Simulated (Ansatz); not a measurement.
# Ag+ with CHN: structure and interaction energy

Aim: relax the pair, then compute its interaction energy with counterpoise at many levels, up to CCSD(T).

Computed with Ansatz 0.2.0, Gaussian basis. Level: PBE0-D4 structure, single points in def2-TZVPPD.

Levels: PBE-D4, revPBE-D4, BLYP-D4, r2SCAN-D4, B97M-V, PBE0-D4, B3LYP-D4, HSE06-D4, wB97X-V, wB97M-V, B2PLYP, Hartree-Fock, MP2, CCSD, CCSD(T). The reference is CCSD(T) extrapolated to the basis limit. For elements past Ar these valence bases correlate outer-core shells poorly, so that limit is rough.

Cores are frozen in the correlated methods. Filled d shells of the heavier atoms are correlated. Core potentials replace the inner electrons past krypton, and spin-orbit coupling is left out. B3LYP uses VWN-RPA correlation. B2PLYP carries no dispersion term here.

163 further runs of the same task are left out: 163 set aside as unsound or not needed.

## Step 1: The starting structure

The pair, from a GFN2-xTB docking trial: 4 atoms, charge 1, spin multiplicity 1.

Atoms are counted from 1 here; the program's logs count them from 0.

Bond lengths: Ag1–N3 2.166 Å, C2–N3 1.140 Å, C2–H4 1.067 Å. Angles: N3–C2–H4 179.8°, Ag1–N3–C2 179.3°.

Coordinates:

```xyz
4
charge 1, multiplicity 1
Ag   -0.6973    0.7109   -2.2510
C     0.2389   -0.2429    0.7729
N    -0.0869    0.0777   -0.2712
H     0.5453   -0.5457    1.7493
```

Atoms 1 to 1 are fragment A (Ag+), the rest fragment B (CHN).

## Step 2: A first relaxation in a small basis

Input file pre/in.yaml:

```yaml
crystal:
  periodic: [false, false, false]
  atoms:
    - {symbol: Ag, position_ang: [-0.697300, 0.710900, -2.251000]}
    - {symbol: C, position_ang: [0.238900, -0.242900, 0.772900]}
    - {symbol: N, position_ang: [-0.086900, 0.077700, -0.271200]}
    - {symbol: H, position_ang: [0.545300, -0.545700, 1.749300]}
basis:
  gaussian: {orbitals: def2-SVP}
total_charge: 1
hamiltonian: {xc: pbe, dispersion: d4}
relax: {f_tol: 0.03, max_steps: 250}
```

Started as:

```
$ ansatz run in.yaml --threads 2 --pin off --events-out ev --progress --plain --max-ram 5222MiB
```

Further steps of the session: Relaxation at PBE0-D4; wB97X-V/def2-TZVPPD; wB97M-V/def2-TZVPPD; B2PLYP/def2-TZVPPD; B97M-V/def2-TZVPPD; CCSD(T)/def2-TZVPPD; MP2/def2-QZVPPD; SPW92/def2-SVP; wB97M-V/def2-SVP; CCSD(T)/def2-SVP; Vibrations of the pair.

What does the calculation give? Wanted: interaction energy, CCSD(T)/CBS; of it Hartree-Fock; D4 term of PBE0-D4; shortest contact; lowest wavenumber.

As calculated:

| quantity | value |
| --- | --- |
| interaction energy, CCSD(T)/CBS | -38.24 kcal/mol |
| of it Hartree-Fock (basis limit) | -26.67 kcal/mol |
| D4 term of PBE0-D4 | -0.77 kcal/mol |
| shortest contact | Ag1–N3 2.14 Å |
| lowest wavenumber | 170 cm⁻¹ |

What this shows: The pair is bound by 38.24 kcal/mol at fixed fragment shapes. Hartree-Fock gives 70 % of it, so electrostatics and correlation both count. The functionals run from B2PLYP, off by +0.50 kcal/mol, to PBE-D4, off by -4.37 kcal/mol, against CCSD(T)/CBS. Mean unsigned error by rung: GGA 3.01, meta-GGA 2.71, hybrid 1.27, screened hybrid 0.93, range-separated hybrid 0.81, double hybrid 0.50 kcal/mol. PBE-D4 gives an interaction energy 4.37 kcal/mol too low, an error of 11 % of the reference. CCSD(T) moves by -3.05 kcal/mol from triple zeta to the limit; gaps between functionals far smaller than that don't rank them. A lower arrangement may exist.
